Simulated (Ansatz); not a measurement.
The system is NiMoIrPdW.

```
Ni Mo Pd Ir W
1.0
    -1.37004    1.37004    9.71647
     1.37004   -1.37004    9.71647
     1.37004    1.37004   -9.71647
Ni Mo Pd Ir W
1 1 1 1 1
Cartesian
  0.0000 0.0000 3.8598
  0.0000 0.0000 11.8389
  0.0000 0.0000 15.4123
  0.0000 0.0000 7.7623
  0.0000 0.0000 19.3484
```

The cell was built by a generator and needn't be a form met in nature.

Base run:

| Property | Result |
| --- | --- |
| Program | Ansatz 0.2.0 |
| Functional | PBEsol |
| Potentials or basis | Ansatz PAW |
| Cutoff | 420 eV (not typed: the program's choice for these potentials) |
| k mesh | 13 × 13 × 13 |
| Occupations | fermi-dirac, width 0.05 eV |
| Spin | collinear spin, ferromagnetic start |
| Starting moments | [1.0, 1.0, 0.0, 0.6, 0.0] μB |

Its results: band gap on the k mesh none (metal or under the smearing width); pressure -9.2 GPa; net moment 0.00 μB per cell; largest force 0.160 eV/Å.

Question: The run is repeated on the same cell with these changes: functional from PBEsol to r2SCAN; cutoff from 420 eV (not typed: the program's choice for these potentials) to 500 eV (not typed: the program's choice for these potentials). What comes out?

Answer: Band gap on the k mesh none (metal or under the smearing width); pressure -5.5 GPa; net moment 0.00 μB per cell; largest force 0.244 eV/Å.

Caveats: spin-orbit coupling is left out, which moves the levels of the heavy elements; the PAW data sets come from PBE, with cores solved anew for the run's functional, which leaves a small shift of forces and pressure; the starting moments weren't kept; the magnetic or orbital state may not be the lowest (some runs).
